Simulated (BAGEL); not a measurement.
# BH2Br (SMILES BBr) at CASPT2(12,10)/6-31G(d) (density fitting with qzvpp-jkfit, spherical functions)

Aim: the energy change on altering one bond length of BH2Br at CASPT2(12,10)/6-31G* (density fitting with qzvpp-jkfit, spherical functions), from 2 runs. 

The results are computed with BAGEL 1.2.2.

3 further runs of the same task are left out: 3 set aside as unsound or not needed.

### 1 The system as given

BH2Br: 4 atoms, total charge 0, spin state singlet. SMILES: `BBr`. Geometry: relaxed at PBE0-D4/def2-TZVP.

Bond lengths: B1–Br2 1.891 Å, B1–H3 1.188 Å, B1–H4 1.188 Å. Angles: Br2–B1–H3 117.8°, Br2–B1–H4 117.8°, H3–B1–H4 124.3°.

### 2 A single-point energy at CASPT2(12,10)/6-31G(d) (density fitting with qzvpp-jkfit, spherical functions)

Contents of input.json:

```json
{ "bagel": [

{
  "title": "molecule",
  "basis": "6-31gs.json",
  "df_basis": "qzvpp-jkfit",
  "angstrom": true,
  "geometry": [
    { "atom": "B", "xyz": [   -0.153900,    0.025000,   -0.096900 ] },
    { "atom": "Br", "xyz": [    1.470100,   -0.363400,    0.790800 ] },
    { "atom": "H", "xyz": [   -1.111200,   -0.617300,    0.191700 ] },
    { "atom": "H", "xyz": [   -0.149500,    0.895400,   -0.905900 ] }
  ]
},
{ "title": "hf" },
{ "title": "casscf", "nstate": 1, "nact": 10, "nclosed": 15, "maxiter": 200, "natocc": true },
{ "title": "print", "file": "orbitals.molden", "orbitals": true },
{ "title": "smith", "method": "caspt2", "ms": true, "xms": true, "sssr": true, "shift": 0.0, "ncore": 10 }

]}
```

The basis set 6-31G* is read from a file made from the Basis Set Exchange's data (not shown).

Command:

```
$ BAGEL_NUM_THREADS=1 BAGEL input.json > input.out
```

The program printed:

```text
* using 1 threads per process

  ===============================================================
  ===============================================================

  *** Geometry ***

  { "atom" : "B", "xyz" : [     -0.290829,      0.047243,     -0.183114 ] },
  { "atom" : "Br", "xyz" : [      2.778086,     -0.686726,      1.494395 ] },
  { "atom" : "H", "xyz" : [     -2.099864,     -1.166528,      0.362260 ] },
  { "atom" : "H", "xyz" : [     -0.282514,      1.692061,     -1.711903 ] },

  Number of auxiliary basis functions:      377

  Since a DF basis is specified, we compute 2- and 3-index integrals:
    o Being stored without compression. Storage requirement is 0.008 GB

  Number of basis functions:       50
  Number of electrons      :       42

    * METHOD: MOLECULE                             0.12

  *** RHF ***

  === Nuclear Repulsion ===
    67.5893265299

[... 8 lines left out ...]
    * SCF iteration converged.
[... 1 line left out ...]
    * Permanent dipole moment:
[... 22 lines left out ...]
    * Second-order optimization converged. *
[... 11 lines left out ...]
     * ci vector, state   0, <S^2> = -0.0000
[... 5 lines left out ...]
    * METHOD: CASSCF                              16.31

    * METHOD: PRINT                                0.01

  === SMITH program ===

    * freezing 10 orbitals

    * Approximate memory requirement for SMITH calulation per MPI process:
      o Storage requirement for T-amplitude, lambda, and residual is 0.00 GB
      o Storage requirement for MO integrals is 0.00 GB
    * Calculating and saving rdm4f

    * Zeroth order energy : state  0       -7.1653941398

    * CASPT2 iteration is performed using redundant basis

      ---- iteration ----

        0    -0.26821788     0.00760899      0.24
        1    -0.26966899     0.00108218      0.24
        2    -0.26971547     0.00013757      0.24
        3    -0.26971598     0.00001849      0.24
        4    -0.26971600     0.00000314      0.24
        5    -0.26971600     0.00000041      0.24

      -------------------

    * CASPT2 energy : state  0    -2598.2980559118
        reference weight              0.9395803687

    * METHOD: SMITH                               12.60

  ===============================================================
```

Run time: 30 s. Hardware: 1 thread of Arm Neoverse V1, shared host; peak memory 5.1 GiB.

### 3 The distorted shape, same level

Contents of calc.json:

```json
{ "bagel" : [

{
  "title" : "molecule",
  "basis" : "6-31gs.json",
  "df_basis" : "qzvpp-jkfit",
  "angstrom" : true,
  "geometry" : [
    { "atom" : "B", "xyz" : [   -0.965863,    0.219191,   -0.540730 ] },
    { "atom" : "Br", "xyz" : [    1.470100,   -0.363400,    0.790800 ] },
    { "atom" : "H", "xyz" : [   -1.923163,   -0.423109,   -0.252130 ] },
    { "atom" : "H", "xyz" : [   -0.961463,    1.089591,   -1.349730 ] }
  ]
},
{ "title" : "hf" },
{ "title" : "casscf", "nstate" : 1, "nact" : 10, "nclosed" : 15, "maxiter" : 200, "natocc" : true },
{ "title" : "print", "file" : "orbitals.molden", "orbitals" : true },
{ "title" : "smith", "method" : "caspt2", "ms" : true, "xms" : true, "sssr" : true, "shift" : 0.0, "ncore" : 10 }

]}
```

The basis set 6-31G* is read from a file made from the Basis Set Exchange's data (not shown).

Command:

```
$ BAGEL_NUM_THREADS=1 BAGEL calc.json > calc.out
```

The program printed:

```text
* using 1 threads per process

  ===============================================================
  ===============================================================

  *** Geometry ***

  { "atom" : "B", "xyz" : [     -1.825217,      0.414211,     -1.021832 ] },
  { "atom" : "Br", "xyz" : [      2.778086,     -0.686726,      1.494395 ] },
  { "atom" : "H", "xyz" : [     -3.634251,     -0.799560,     -0.476457 ] },
  { "atom" : "H", "xyz" : [     -1.816902,      2.059029,     -2.550620 ] },

  Number of auxiliary basis functions:      377

  Since a DF basis is specified, we compute 2- and 3-index integrals:
    o Being stored without compression. Storage requirement is 0.008 GB

  Number of basis functions:       50
  Number of electrons      :       42

    * METHOD: MOLECULE                             0.12

  *** RHF ***

  === Nuclear Repulsion ===
    47.7848621605

[... 8 lines left out ...]
    * SCF iteration converged.
[... 1 line left out ...]
    * Permanent dipole moment:
[... 22 lines left out ...]
    * Second-order optimization converged. *
[... 11 lines left out ...]
     * ci vector, state   0, <S^2> = 0.0000
[... 4 lines left out ...]
    * METHOD: CASSCF                              30.34

    * METHOD: PRINT                                0.01

  === SMITH program ===

    * freezing 10 orbitals

    * Approximate memory requirement for SMITH calulation per MPI process:
      o Storage requirement for T-amplitude, lambda, and residual is 0.00 GB
      o Storage requirement for MO integrals is 0.00 GB
    * Calculating and saving rdm4f

    * Zeroth order energy : state  0       -6.7160765108

    * CASPT2 iteration is performed using redundant basis

      ---- iteration ----

        0    -0.26479459     0.00555426      0.24
        1    -0.26558378     0.00068497      0.24
        2    -0.26560304     0.00010545      0.24
        3    -0.26560334     0.00001316      0.24
        4    -0.26560334     0.00000232      0.24
        5    -0.26560334     0.00000032      0.24

      -------------------

    * CASPT2 energy : state  0    -2598.2010767503
        reference weight              0.9373814788

    * METHOD: SMITH                               12.38

  ===============================================================
```

It took 44 s on 1 thread of Arm Neoverse V1, shared host; peak memory 5.1 GiB.

### 4 Summary of results

At CASPT2(12,10)/6-31G* (density fitting with qzvpp-jkfit, spherical functions), 10 core orbitals frozen:

```
                                                          quantity           value
                                         first shape: total energy  -2598.29806 Eh
                                     distorted shape: total energy  -2598.20108 Eh
energy change with the B1–Br2 bond stretched from 1.891 to 2.837 Å        2.639 eV
```

What this shows: With the B1–Br2 bond stretched from 1.891 to 2.837 Å the energy rises by 2.64 eV (255 kJ/mol). The first shape isn't relaxed at this level, so the change isn't measured from a minimum.
